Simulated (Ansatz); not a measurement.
# CHCdN: the cost of one run

Method: the levels named in each step, in Ansatz 0.2.0.

## 1. The starting structure

Bond lengths: N1–C2 1.148 Å, C2–Cd3 2.130 Å, Cd3–H4 1.645 Å. Angles: N1–C2–Cd3 180.0°, C2–Cd3–H4 180.0°.

Coordinates:

```xyz
4

N     0.0000    0.0000   -2.3375
C     0.0000    0.0000   -1.1894
Cd    0.0000    0.0000    0.9408
H     0.0000    0.0000    2.5862
```

## 2. A rough first relaxation, PBE-D4/def2-SVP

This run stands in another session on the same molecule. It ended at:

```xyz
4

N     0.0000    0.0000   -2.3349
C     0.0000    0.0000   -1.1591
Cd    0.0000    0.0000    0.9185
H     0.0000    0.0000    2.5754
```

## 3. Relaxation, HF/def2-SVP

The input, input.yaml:

```yaml
crystal:
  periodic: [false, false, false]
  atoms:
    - { symbol: "N", position_ang: [0.0, 0.0, -2.33487716] }
    - { symbol: C, position_ang: [0.0, 0.0, -1.15911499] }
    - { symbol: Cd, position_ang: [0.0, 0.0, 0.91854748] }
    - { symbol: H, position_ang: [0.0, 0.0, 2.57544467] }
basis:
  gaussian: { orbitals: def2-SVP }
hamiltonian:
  xc: hf
relax:
  f_tol: 0.002
  max_steps: 150
```

Launch:

```
ansatz run input.yaml --threads 2 --pin off --max-ram 5120MiB --backend cpu --events-out ev --progress --plain --runs-dir out
```

Q: Estimate wall time and peak memory on 2 threads of Arm Neoverse V1, shared host.

About 3.7 s, with a peak of 0.12 GiB.
